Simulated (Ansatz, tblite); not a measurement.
# SeMe2 (C₂H₆Se): one state, many levels

How do method and basis change the picture of SeMe2 (C₂H₆Se) (singlet)?

Method: as each input shows; program: Ansatz 0.2.0, Gaussian basis.

Levels to be run: GFN1-xTB, GFN2-xTB, PBE-D4/def2-TZVP, r2SCAN-D4/def2-TZVP, HSE06-D4/def2-TZVP, PBE-QIDH/def2-TZVP, revPBE-D4/def2-TZVP, ωB97X-V/def2-TZVP, B2PLYP/def2-TZVP, BLYP-D4/def2-TZVP, CAM-B3LYP-D4/def2-TZVP, PBE-D4/def2-SVP, PBE0-D4/def2-SVP, CCSD(T)/def2-TZVPP, MP2/def2-TZVP, RPA/def2-TZVP.

### Step 1. The geometry

The geometry is that of the singlet, from an earlier relaxation (PBE0-D4/def2-TZVP).

9 atoms, charge 0, spin multiplicity 1.

Bond lengths: Se1–C2 1.940 Å, Se1–C6 1.941 Å, C2–H3 1.090 Å, C2–H4 1.090 Å, C2–H5 1.089 Å, C6–H7 1.090 Å, C6–H8 1.090 Å, C6–H9 1.089 Å. Angles: C2–Se1–C6 96.8°, Se1–C2–H3 110.3°, Se1–C2–H4 110.3°, Se1–C2–H5 107.1°, H3–C2–H4 110.4°, H3–C2–H5 109.4°, H4–C2–H5 109.3°, Se1–C6–H7 110.3°, Se1–C6–H8 110.3°, Se1–C6–H9 107.1°, H7–C6–H8 110.4°, H7–C6–H9 109.4°, H8–C6–H9 109.3°.

PBE0-D4/def2-TZVP was run before; its log isn't repeated, and its numbers join the tables.

### Step 2. GFN1-xTB

Tight binding, by tblite at 300 K electronic temperature and without a spin-polarisation term:

```python
tblite.interface.Calculator('GFN1-xTB', numbers, positions, charge=0, uhf=0).singlepoint()
```

Energy -293.8865 eV, HOMO -10.16 eV, LUMO -5.53 eV; 0.011 s.

### Step 3. GFN2-xTB

Tight binding, by tblite at 300 K electronic temperature and without a spin-polarisation term:

```python
tblite.interface.Calculator('GFN2-xTB', numbers, positions, charge=0, uhf=0).singlepoint()
```

Energy -285.6757 eV, HOMO -9.72 eV, LUMO -5.49 eV; 0.006 s.

### Step 4. PBE-D4/def2-TZVP

start.molden holds the orbitals of an earlier run on this state, given as this run's starting guess.

The input, in.yaml:

```yaml
crystal:
  periodic: [false, false, false]
  atoms:
    - {symbol: Se, position_ang: [0.000385, -0.001172, -1.294909]}
    - {symbol: C, position_ang: [1.451232, -0.010770, -0.006313]}
    - {symbol: H, position_ang: [1.401584, -0.905734, 0.613112]}
    - {symbol: H, position_ang: [1.410836, 0.883453, 0.614944]}
    - {symbol: H, position_ang: [2.382079, -0.014564, -0.572390]}
    - {symbol: C, position_ang: [-1.451237, 0.010794, -0.007172]}
    - {symbol: H, position_ang: [-1.402982, 0.907775, 0.609409]}
    - {symbol: H, position_ang: [-1.410059, -0.881401, 0.616959]}
    - {symbol: H, position_ang: [-2.381848, 0.011629, -0.573640]}
basis:
  gaussian: {orbitals: def2-TZVP, initial_orbitals: start.molden}
hamiltonian: {xc: pbe, dispersion: d4}
scf: {omitted_lower_state_checks: [starts]}
output: {orbitals: {seedname: orbitals}}
```

On the command line:

```sh
> ansatz run in.yaml --threads 4 --pin off --events-out ev --progress --plain --max-ram 3916MiB
```

The runs that follow: r2SCAN-D4/def2-TZVP; HSE06-D4/def2-TZVP; PBE-QIDH/def2-TZVP; revPBE-D4/def2-TZVP; ωB97X-V/def2-TZVP; B2PLYP/def2-TZVP; BLYP-D4/def2-TZVP; CAM-B3LYP-D4/def2-TZVP; PBE-D4/def2-SVP; PBE0-D4/def2-SVP; CCSD(T)/def2-TZVPP; MP2/def2-TZVP; RPA/def2-TZVP.

**Question.** What will the summary of the whole plan be? Wanted: gap in def2-TZVP, named functionals, smallest and largest; correlation energy, CCSD(T)/def2-TZVPP; correlation energy, MP2/def2-TZVP; binding an atom, CCSD(T)/def2-TZVPP; PBE0 total energy, smallest basis above largest.

**Answer**, as computed:

| quantity | value |
| --- | --- |
| gap in def2-TZVP, named functionals, smallest and largest | 4.34 eV (BLYP-D4), 10.83 eV (ωB97X-V) |
| correlation energy, CCSD(T)/def2-TZVPP | -18.90 eV |
| correlation energy, MP2/def2-TZVP | -16.88 eV |
| binding an atom, CCSD(T)/def2-TZVPP | 3.550 eV |
| PBE0 total energy, smallest basis above largest | 10.43 eV (def2-SVP, def2-TZVP) |

**Reading.** Over the named functionals in def2-TZVP the gap runs from 4.34 eV (BLYP-D4) to 10.83 eV (ωB97X-V); exact exchange widens it. The functionals in def2-TZVP miss CCSD(T)/def2-TZVPP by +0.048 (revPBE-D4) to +0.121 eV (PBE-D4) an atom. The reference is CCSD(T) in one finite basis, so it carries an error of its own, often a tenth of an eV or more, and near misses can't be ranked.
